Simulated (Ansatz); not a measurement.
**Ta: a trigonal deformation path**

One table from this session's results is given with a row withheld; the runs are named, their logs left out.

Program: Ansatz 0.2.0. Level of theory: DFT PBEsol, scalar-relativistic, plane waves, PAW. These are calculated values, not measurements.

## The starting structure

The structure is cubic, space group Fm-3m (No. 225). Conventional cell: a = 4.220 Å, b = 4.220 Å, c = 4.220 Å, α = 90.00°, β = 90.00°, γ = 90.00°. Ta (site symmetry m-3m) is surrounded by 12 Ta at 2.98 Å.

Structure file:

```cif
data_structure
_symmetry_space_group_name_H-M 'Fm-3m'
_symmetry_Int_Tables_number 225
_cell_length_a 4.2200
_cell_length_b 4.2200
_cell_length_c 4.2200
_cell_angle_alpha 90.000
_cell_angle_beta 90.000
_cell_angle_gamma 90.000
_cell_volume 75.15
loop_
_atom_site_label
_atom_site_type_symbol
_atom_site_symmetry_multiplicity
_atom_site_Wyckoff_symbol
_atom_site_fract_x
_atom_site_fract_y
_atom_site_fract_z
_atom_site_occupancy
Ta1 Ta 4 a 0.00000 0.00000 0.00000 1
```

No relaxation comes first: the listed cell is the starting point.

## Zero of energy

Reference values: F = -9806.2286 eV; pressure -5.95 GPa; largest force 0.000 eV/Å; gap on the mesh none (metal). It was computed beforehand with the settings of the runs below.

Set-up of the first run:

At fixed volume and fractional coordinates, lengths along (0.577, 0.577, 0.577) are scaled against those across it; ρ is that ratio over its starting value.

Contents of input.yaml:

```yaml
crystal:
  lattice:
    - [-0.8861444718, 1.7722889435, 1.7722889435]
    - [1.7722889435, -0.8861444718, 1.7722889435]
    - [1.7722889435, 1.7722889435, -0.8861444718]
  atoms:
    - { symbol: Ta, position: [0.0, 0.0, 0.0] }
basis:
  ecutwfc: 420
kpoints:
  mp_grid: { grid: [22, 22, 22] }
hamiltonian:
  xc: pbesol
scf:
  occupations: { method: gaussian, width: 0.15 }
output:
  forces: true
  stress: true
  eigenvalues: true
```

On the command line:

```
$ ansatz run input.yaml --threads 1 --pin off --max-ram 2560MiB --backend cpu --events-out ev --progress --plain --runs-dir out
```

Among the steps run: ρ = 0.500; At ρ = 2.000; Point ρ = 0.710; Point ρ = 1.410; ρ = 0.600; Point ρ = 0.850; Point ρ = 1.200; At ρ = 1.700; Point ρ = 0.930; At ρ = 1.080.

One table of the session follows, with a row left open; its other results are not shown here.

It belongs to the step «The scan collected». The scan, with free energies counted from the undisturbed cell:

| ρ | ΔE (meV/atom) | pressure (GPa) |
| --- | --- | --- |
| 0.500 | 913.8 | 9.8 |
| 0.600 | 665.9 | 5.1 |
| 0.710 | ? | ? |
| 0.850 | 65.6 | -6.2 |
| 0.930 | 20.7 | -6.1 |
| 1.000 | 0.0 | -5.9 |
| 1.080 | 13.4 | -6.2 |
| 1.200 | 101.8 | -4.2 |
| 1.410 | 609.7 | 8.4 |
| 1.700 | 1810.6 | 39.0 |
| 2.000 | 3416.3 | 76.7 |

Estimate the missing values for ρ = 0.710.

Worked estimate for «ΔE (meV/atom)». A straight line through the neighbours (0.600, 665.9) and (0.850, 65.6) gives 665.9 + (65.6 − 665.9) × (0.710 − 0.600) / (0.850 − 0.600) = 401.8; a parabola fitted to 4 rows on both sides gives 363.0.

**Answer.** ΔE (meV/atom): 278.9; pressure (GPa): -1.7. In «ΔE (meV/atom)» the line misses by +122.9 and the parabola by +84.1.
